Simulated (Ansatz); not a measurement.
Geometry optimisation, DFT PBE, scalar-relativistic, plane waves, PAW (Ansatz).

Input file:

```yaml
crystal:
  lattice:
    - [11.18, 0.0, 0.0]
    - [0.0, 11.18, 0.0]
    - [0.0, 0.0, 11.18]
  atoms:
    - { symbol: Rb, position: [0.0, 0.0, 0.0] }
    - { symbol: Rb, position: [0.5, 0.0, 0.0] }
    - { symbol: Rb, position: [0.0, 0.5, 0.0] }
    - { symbol: Rb, position: [0.0, 0.0, 0.5] }
    - { symbol: Rb, position: [0.25, 0.25, 0.25] }
    - { symbol: Rb, position: [0.5, 0.5, 0.0] }
    - { symbol: Rb, position: [0.5, 0.0, 0.5] }
    - { symbol: Rb, position: [0.75, 0.25, 0.25] }
    - { symbol: Rb, position: [0.0, 0.5, 0.5] }
    - { symbol: Rb, position: [0.25, 0.75, 0.25] }
    - { symbol: Rb, position: [0.25, 0.25, 0.75] }
    - { symbol: Rb, position: [0.5, 0.5, 0.5] }
    - { symbol: Rb, position: [0.75, 0.75, 0.25] }
    - { symbol: Rb, position: [0.75, 0.25, 0.75] }
    - { symbol: Rb, position: [0.25, 0.75, 0.75] }
    - { symbol: Rb, position: [0.75, 0.75, 0.75] }
    - { symbol: "N", position: [0.2503433, 0.6247233, 0.0048537] }
basis:
  ecutwfc: 420.0
kpoints:
  mp_grid: { grid: [2, 2, 2] }
hamiltonian:
  xc: pbe
scf:
  occupations: { method: fermi_dirac, width: 0.05 }
  lower_state_search: "off"
relax:
  f_tol: 0.03
  max_steps: 60
  adjacent_minimum: "off"
```

Command:

```bash
$ ansatz run input.yaml --threads 4 --pin off --max-ram 10240MiB --backend cpu --events-out ev --progress --plain --runs-dir out
```

**Question.** Where does it end, and by what steps?

**Answer.** It converged. The force dipped under the threshold on the way, but the program's further checks kept it going. Limits of this set-up: coarse k mesh, odd electron count without spin, a small cell, in which the defect meets its images, a typed lattice constant that wasn't relaxed here. After 19 steps the energy has fallen by 1.199 eV; N17 moved furthest, 1.31 Å. Joined: Rb1–N17 (5.04 → 2.92 Å), Rb2–N17 (5.04 → 2.92 Å).

| step | energy less start (eV) | largest force component (eV/Å) | accepted |
| --- | --- | --- | --- |
| 0 | 0.0000 | 0.560 | yes |
| 1 | -0.3633 | 0.484 | yes |
| 2 | -0.6659 | 0.234 | yes |
| 3 | -0.6872 | 0.279 | yes |
| 4 | -0.7296 | 0.027 | yes |
| 5 | -0.7296 | 0.026 | yes |
| 6 | -0.7331 | 0.008 | yes |
| 7 | -0.7342 | 0.007 | yes |
| 8 | -0.7369 | 0.014 | yes |
| 9 | -0.7403 | 0.019 | yes |
| 10 | -0.7426 | 0.033 | yes |
| 11 | -0.7515 | 0.103 | yes |
| 12 | -0.7947 | 0.190 | yes |
| 13 | -0.8714 | 0.280 | yes |
| 14 | -0.9649 | 0.258 | yes |
| 15 | -1.0844 | 0.321 | yes |
| 16 | -1.1585 | 0.097 | yes |
| 17 | -1.1936 | 0.032 | yes |
| 18 | -1.1758 | 0.145 | no |
| 19 | -1.1989 | 0.008 | yes |

```xyz
17
Lattice="11.1800 0.0000 0.0000 0.0000 11.1800 0.0000 0.0000 0.0000 11.1800" Properties=species:S:1:pos:R:3
Rb 0.742 -0.815 0.004
Rb 4.848 -0.815 0.004
Rb 0.715 6.249 0.002
Rb -0.071 0.037 5.592
Rb 2.795 2.720 2.713
Rb 4.876 6.249 0.002
Rb 5.662 0.037 5.592
Rb 8.385 2.691 2.379
Rb -0.109 5.387 5.594
Rb 2.795 8.283 2.861
Rb 2.795 2.718 8.473
Rb 5.699 5.387 5.594
Rb 8.385 8.335 2.752
Rb 8.385 2.689 8.807
Rb 2.795 8.285 8.326
Rb 8.385 8.337 8.434
N 2.795 8.291 0.003
```

Whether the end is a true minimum wasn't checked by a vibrational analysis.

Time of the run: 2.1 min on 4 threads of AMD EPYC 9R14 (Zen 4) (shared host), peak memory 3 GiB.
